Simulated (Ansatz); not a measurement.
# Ru2Rh: what a guessed cell relaxes into

Where does this trial cell of Ru2Rh go when cell and atoms are let free?

Program: Ansatz 0.2.0. Level of theory: DFT PBE, scalar-relativistic, plane waves, PAW. These are calculated values, not measurements.

## (1) Starting point

The structure is cubic, space group Fm-3m (No. 225). The conventional cell has a = 5.409 Å, b = 5.409 Å, c = 5.409 Å, α = 90.00°, β = 90.00°, γ = 90.00°. Ru (site symmetry -43m) has 4 Rh at 2.34 Å in its first shell of neighbours. Around Rh (site symmetry m-3m) lie 8 Ru at 2.34 Å.

Coordinates:

```xyz
3
Lattice="0.0000 2.7045 2.7045 2.7045 0.0000 2.7045 2.7045 2.7045 0.0000" Properties=species:S:1:pos:R:3 pbc="T T T"
Ru    1.3523    1.3523    1.3523
Ru    4.0568    4.0568    4.0568
Rh    0.0000    0.0000    0.0000
```

A structure generator made this guess: species swapped into a database cell of In2Pt (Fm-3m, No. 225), with Ru on the In sites and Rh on the Pt sites. The dimensions are guesses.

## (2) The guess as it stands, on a coarse mesh

input.yaml

```yaml
crystal:
  lattice:
    - [0.0, 2.70451324, 2.70451324]
    - [2.70451324, 0.0, 2.70451324]
    - [2.70451324, 2.70451324, 0.0]
  atoms:
    - { symbol: Ru, position: [0.25, 0.25, 0.25] }
    - { symbol: Ru, position: [0.75, 0.75, 0.75] }
    - { symbol: Rh, position: [0.0, 0.0, 0.0] }
basis:
  ecutwfc: 420
kpoints:
  mp_grid: { grid: [6, 6, 6] }
hamiltonian:
  xc: pbe
scf:
  occupations: { method: gaussian, width: 0.1 }
  lower_state_search: "off"
output:
  forces: true
  stress: true
  eigenvalues: true
```

Started as:

```bash
$ ansatz run input.yaml --threads 1 --pin off --max-ram 2560MiB --backend cpu --events-out ev --progress --plain --runs-dir out
```

The session goes on with these runs: coarse relaxation; spin check on a coarse mesh; full relaxation.

Q: Predict the outcome of this session. Wanted: conventional cell; volume; energy over the elements; gap on the mesh; total moment.

**Answer**, as computed:

| quantity | value |
| --- | --- |
| symmetry at the end (tolerance 0.05 Å) | space group Fm-3m (No. 225) |
| conventional cell | a = 5.842 Å, b = 5.842 Å, c = 5.842 Å, α = 90.00°, β = 90.00°, γ = 90.00° |
| volume | 16.62 Å³/atom |
| energy over the elements | +0.90 eV/atom |
| gap on the mesh | none (metal) |
| total moment | 0.92 μB/cell |

In words: The space group Fm-3m (No. 225) is kept, and the volume per atom grows by 26.0 % from the first guess. With a positive formation energy it can't be a ground state. No finished test with a distortion of lower symmetry is shown, so the end may be a saddle point. Other magnetic orders were not searched.
